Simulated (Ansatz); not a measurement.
**C2H4BrNSi: one species, many methods**

How much do the methods differ for C2H4BrNSi? The plan is to run it at one geometry with functionals of several rungs and with coupled cluster. The yardstick is the atomisation energy at the CCSD(T) limit.

Computed with Ansatz 0.2.0, Gaussian basis. Level: functionals in def2-TZVPP, the program's frozen cores in correlated methods.

The runs, in order: PBE-D4, r2SCAN-D4, PBE0-D4, B3LYP-D4, ωB97X-V, ωB97M-V, B2PLYP; CCSD(T)/def2-TZVPP; MP2/def2-QZVPP; extrapolation to the limit.

### 1 Structure used throughout

The geometry comes from an earlier relaxation with PBE0-D4 in a triple-zeta def2 set; it is a stationary point, not always the lowest conformer.

SMILES `BrC[SiH]1C=N1`, 9 atoms, charge 0, spin multiplicity 1.

Atoms are counted from 1 here; the program's logs count them from 0.

Bond lengths: Br1–C2 1.950 Å, C2–Si3 1.864 Å, C2–H6 1.088 Å, C2–H7 1.089 Å, Si3–C4 1.772 Å, Si3–N5 1.792 Å, Si3–H8 1.474 Å, C4–N5 1.278 Å, C4–H9 1.091 Å. Angles: Br1–C2–Si3 107.7°, Br1–C2–H6 107.4°, Br1–C2–H7 106.4°, Si3–C2–H6 112.3°, Si3–C2–H7 113.3°, H6–C2–H7 109.4°, C2–Si3–C4 122.2°, C2–Si3–N5 118.0°, C2–Si3–H8 113.3°, C4–Si3–N5 42.0°, C4–Si3–H8 122.9°, N5–Si3–H8 118.8°, Si3–C4–N5 69.8°, Si3–C4–H9 161.4°, N5–C4–H9 128.8°, Si3–N5–C4 68.2°.

Coordinates:

```
Br    1.5547   -1.6578   -1.5335
C     1.3213   -0.3081   -0.1458
Si   -0.4744   -0.3133    0.3553
C    -1.5815    0.9991   -0.0841
N    -1.1421    1.1720    1.1038
H     1.6295    0.6469   -0.5668
H     1.9955   -0.5807    0.6652
H    -0.9391   -1.6246    0.8416
H    -2.2753    1.6202   -0.6531
```

### 2 PBE-D4 (GGA)

The input, in.yaml:

```yaml
crystal:
  periodic: [false, false, false]
  atoms:
    - {symbol: Br, position_ang: [1.554674, -1.657831, -1.533506]}
    - {symbol: C, position_ang: [1.321289, -0.308143, -0.145752]}
    - {symbol: Si, position_ang: [-0.474438, -0.313268, 0.355274]}
    - {symbol: C, position_ang: [-1.581505, 0.999122, -0.084071]}
    - {symbol: N, position_ang: [-1.142087, 1.172021, 1.103784]}
    - {symbol: H, position_ang: [1.629468, 0.646918, -0.566762]}
    - {symbol: H, position_ang: [1.995465, -0.580733, 0.665247]}
    - {symbol: H, position_ang: [-0.939087, -1.624578, 0.841648]}
    - {symbol: H, position_ang: [-2.275278, 1.620193, -0.653062]}
basis:
  gaussian: {orbitals: def2-TZVPP}
hamiltonian: {xc: pbe, dispersion: d4}
output: {forces: true, orbitals: {seedname: orbitals}}
```

On the command line:

```sh
ansatz run in.yaml --threads 4 --pin off --events-out ev --progress --plain --max-ram 10444MiB
```

The runs that follow: r2SCAN-D4 (meta-GGA); PBE0-D4 (hybrid); B3LYP-D4 (hybrid); ωB97X-V (range-separated); ωB97M-V (range-separated); B2PLYP (double hybrid); CCSD(T) in def2-TZVPP; MP2 in def2-QZVPP.

Q: Predict the results of all the runs planned. Wanted: atomisation energy, CCSD(T)/CBS; farthest; mean size of error, hybrid; mean size of error, range-separated; gap, smallest and largest; T1 diagnostic; triples share of the correlation energy.

**Answer**, as computed:

| quantity | value |
| --- | --- |
| atomisation energy, CCSD(T)/CBS | 3223.1 kJ/mol |
| functionals within 32.2 kJ/mol (1.0 %) | r2SCAN-D4, PBE0-D4, B3LYP-D4, ωB97X-V, ωB97M-V |
| farthest | PBE-D4 (+107.2 kJ/mol) |
| mean size of error, hybrid | 13.8 kJ/mol |
| mean size of error, range-separated | 13.0 kJ/mol |
| gap, smallest and largest | 3.40 eV (PBE-D4), 10.35 eV (ωB97X-V) |
| T1 diagnostic | 0.0122 |
| triples share of the correlation energy | 4.4 % |

What this shows: PBE-D4 is off by +107.2 kJ/mol. Double hybrids carry the basis error of their MP2 part in triple zeta, and no dispersion term here, so their miss is partly the set-up's. Misses under about 32.2 kJ/mol are within the doubt on the reference itself, which lacks core-valence correlation, relativity and higher excitations, and its outer-core shells are covered unevenly. All levels share the lack of spin-orbit coupling, which lowers the free heavy atoms and so the true binding. Hartree-Fock recovers 68 % of the binding; the rest is correlation. The gap grows from 3.4 to 10.4 eV across the functionals, mostly with the share of exact exchange. Correlated methods include outer-core shells of Br, which these sets cover unevenly.
